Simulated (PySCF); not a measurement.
# CH9AlSi2 (SMILES [CH3][Al]([SiH3])[SiH3]): levels of theory compared

Aim: a comparison of 4 runs (HF/3-21G, CAM-B3LYP/cc-pVDZ, PBE0/def2-SVP, MP2/3-21G) of CH9AlSi2. 

The results are computed with PySCF 2.14.0.

### 1 Starting point

CH9AlSi2 has 13 atoms, charge 0, and is taken as a singlet. SMILES: `[CH3][Al]([SiH3])[SiH3]`. The coordinates come from a PBE0-D4/def2-TZVP relaxation.

Bond lengths: C1–Al2 1.956 Å, Al2–Si3 2.464 Å, Al2–Si4 2.462 Å, C1–H5 1.092 Å, C1–H6 1.096 Å, C1–H7 1.095 Å, Si3–H8 1.491 Å, Si3–H9 1.494 Å, Si3–H10 1.494 Å, Si4–H11 1.492 Å, Si4–H12 1.493 Å, Si4–H13 1.493 Å. Some angles: C1–Al2–Si3 118.5°, C1–Al2–Si4 122.5°, Si3–Al2–Si4 119.0°, Al2–C1–H5 113.4°, Al2–C1–H6 110.2°, Al2–C1–H7 110.6°, Al2–Si3–H8 113.6°, Al2–Si3–H9 111.0°, Al2–Si3–H10 111.1°, Al2–Si4–H11 114.1°.

### 2 Energy and forces at HF/3-21G (run 1)

The input, run.py:

```python
from pyscf import gto, scf

mol = gto.M(
    atom='''
C     -1.476254     3.416058    -1.669573
Al    -0.178768     0.280624    -0.204657
Si     3.111434     0.558981     3.078742
Si    -1.719273    -3.911166    -1.508190
H     -2.883344     3.108977    -3.147339
H     -2.339103     4.588822    -0.197098
H      0.068030     4.537232    -2.471384
H      3.956331    -1.948875     4.044392
H      2.199641     2.041849     5.300871
H      5.402349     1.892183     2.108367
H     -3.708210    -3.836333    -3.504119
H     -2.795661    -5.306351     0.695608
H      0.401567    -5.487576    -2.497462
''',
    verbose=4,
    charge=0,
    max_memory=1860,
    basis='3-21g',
    unit='bohr',
)

mf = scf.RHF(mol)
mf.conv_tol = 1e-10
mf.kernel()
if not mf.converged:
    mf = mf.newton().run(mf.mo_coeff, mf.mo_occ)

e_tot = mf.e_tot
print('E(%s) = %.9f' % ('HF', e_tot))
grad = mf.nuc_grad_method().kernel()
dip = mf.dip_moment()
pop, q = mf.mulliken_pop()
```

Command:

```bash
$ OMP_NUM_THREADS=1 python run.py
```

Standard output:

```text
PySCF version 2.14.0

[... 65 lines left out ...]
converged SCF energy = -858.249084471879
[... 12 lines left out ...]
Dipole moment(X, Y, Z, Debye): -0.60548,  1.29920, -0.68092
[... 80 lines left out ...]
charge of   12H =     -0.16232
```

It took 6 s on 1 thread of Intel Xeon at 2.50GHz (Skylake/Cascade Lake), shared host; peak memory 0.14 GiB.

### 3 Energy and gradient at CAM-B3LYP/cc-pVDZ (run 2)

The input, input.py:

```python
from pyscf import gto, dft

mol = gto.M(
    atom='''
C     -1.476254     3.416058    -1.669573
Al    -0.178768     0.280624    -0.204657
Si     3.111434     0.558981     3.078742
Si    -1.719273    -3.911166    -1.508190
H     -2.883344     3.108977    -3.147339
H     -2.339103     4.588822    -0.197098
H      0.068030     4.537232    -2.471384
H      3.956331    -1.948875     4.044392
H      2.199641     2.041849     5.300871
H      5.402349     1.892183     2.108367
H     -3.708210    -3.836333    -3.504119
H     -2.795661    -5.306351     0.695608
H      0.401567    -5.487576    -2.497462
''',
    verbose=3,
    basis='cc-pvdz',
    max_memory=1860,
    unit='bohr',
)

myscf = dft.RKS(mol, xc='cam-b3lyp')
myscf.grids.level = 5
myscf.conv_tol = 1e-10
myscf.kernel()
if not myscf.converged:
    myscf = myscf.newton().run(myscf.mo_coeff, myscf.mo_occ)

etot = myscf.e_tot
print('Final energy', etot)
grad = myscf.nuc_grad_method().kernel()
myscf.analyze()
```

Command:

```bash
$ OMP_NUM_THREADS=1 python input.py
```

Standard output:

```text
converged SCF energy = -864.884225260007
[... 27 lines left out ...]
MO #18  energy= -0.612285827296538 occ= 2
[... 18 lines left out ...]
MO #37  energy= 0.131901442088077  occ= 0
[... 18 lines left out ...]
MO #56  energy= 0.487089131999211  occ= 0
[... 18 lines left out ...]
MO #75  energy= 0.877048181191263  occ= 0
[... 18 lines left out ...]
MO #94  energy= 1.69580032716097   occ= 0
[... 18 lines left out ...]
MO #113 energy= 2.53135746853521   occ= 0
[... 14 lines left out ...]
Dipole moment(X, Y, Z, Debye): -0.52436,  1.08261, -0.58759
```

It took 3.3 min on 1 thread of Intel Xeon at 2.50GHz (Skylake/Cascade Lake), shared host; peak memory 1.2 GiB.

Run 3 isn't shown in full; the table further down has it.

### 4 Energy and forces at MP2/3-21G (run 4)

The input, run.py:

```python
from pyscf import gto, mp

mol = gto.M(
    atom='''
C     -1.476254     3.416058    -1.669573
Al    -0.178768     0.280624    -0.204657
Si     3.111434     0.558981     3.078742
Si    -1.719273    -3.911166    -1.508190
H     -2.883344     3.108977    -3.147339
H     -2.339103     4.588822    -0.197098
H      0.068030     4.537232    -2.471384
H      3.956331    -1.948875     4.044392
H      2.199641     2.041849     5.300871
H      5.402349     1.892183     2.108367
H     -3.708210    -3.836333    -3.504119
H     -2.795661    -5.306351     0.695608
H      0.401567    -5.487576    -2.497462
''',
    verbose=3,
    basis='3-21g',
    max_memory=1860,
    charge=0,
    unit='bohr',
    spin=0,
)

calc0 = mol.RHF()
calc0.conv_tol = 1e-10
calc0.kernel()
if not calc0.converged:
    calc0 = calc0.newton().run(calc0.mo_coeff, calc0.mo_occ)

pt = mp.MP2(calc0, frozen=16).run()
e_tot = pt.e_tot
print('Final energy', e_tot)
grad = pt.nuc_grad_method().kernel()
calc0.analyze()
```

Command:

```bash
$ OMP_NUM_THREADS=1 python run.py
```

Standard output:

```text
converged SCF energy = -858.249084471879
[... 17 lines left out ...]
MO #6   energy= -6.08476157534262  occ= 2
[... 11 lines left out ...]
MO #18  energy= -0.727508524318467 occ= 2
[... 11 lines left out ...]
MO #30  energy= 0.116304137411892  occ= 0
[... 11 lines left out ...]
MO #42  energy= 0.397647034387959  occ= 0
[... 11 lines left out ...]
MO #54  energy= 0.993465780791522  occ= 0
[... 11 lines left out ...]
MO #66  energy= 1.96362933575875   occ= 0
[... 14 lines left out ...]
Dipole moment(X, Y, Z, Debye): -0.60548,  1.29920, -0.68092
```

Run time: 11 s. Hardware: 1 thread of Intel Xeon at 2.50GHz (Skylake/Cascade Lake), shared host; peak memory 0.26 GiB.

### 5 All runs side by side

| run | level | integration grid | frozen core orbitals | energy (Eh) | dipole moment (D) of the reference | HOMO energy (eV) | LUMO energy (eV) | wall time |
| --- | --- | --- | --- | --- | --- | --- | --- | --- |
| 1 | HF/3-21G | – | – | -858.249084 | 1.59 | -9.40 | 0.71 | 6 s |
| 2 | CAM-B3LYP/cc-pVDZ | 5 | – | -864.884225 | 1.34 | -8.19 | -0.97 | 3.3 min |
| 3 | PBE0/def2-SVP | 5 | – | -864.213280 | 1.36 | -7.10 | -2.07 | 97 s |
| 4 | MP2/3-21G | – | 16 | -858.487590 | 1.59 | -9.40 | 0.71 | 11 s |

### 6 Results

| quantity | value |
| --- | --- |
| run 4: total energy | -858.48759 Eh |
| run 4: dipole moment (Hartree–Fock density) | 1.59 D |
| run 4: HOMO energy (Hartree–Fock orbitals) | -9.40 eV |
| run 4: LUMO energy (Hartree–Fock orbitals) | 0.71 eV |
| run 4: HOMO–LUMO gap (Hartree–Fock orbitals) | 10.11 eV |
| run 4: correlation energy (16 core orbitals frozen) | -238.5 mEh |
| run 4: largest force on an atom | 0.567 eV/Å |

Over runs 1, 2, 3 the dipole moment (its size) runs from 1.34 D (CAM-B3LYP/cc-pVDZ) to 1.59 D (HF/3-21G). The two ends differ in method and basis. Over runs 1, 2, 3 the HOMO–LUMO gap runs from 5.03 eV (PBE0/def2-SVP) to 10.11 eV (HF/3-21G). Totals of different functionals can't be ranked against each other. All runs together took 5.2 min, the longest 3.3 min.
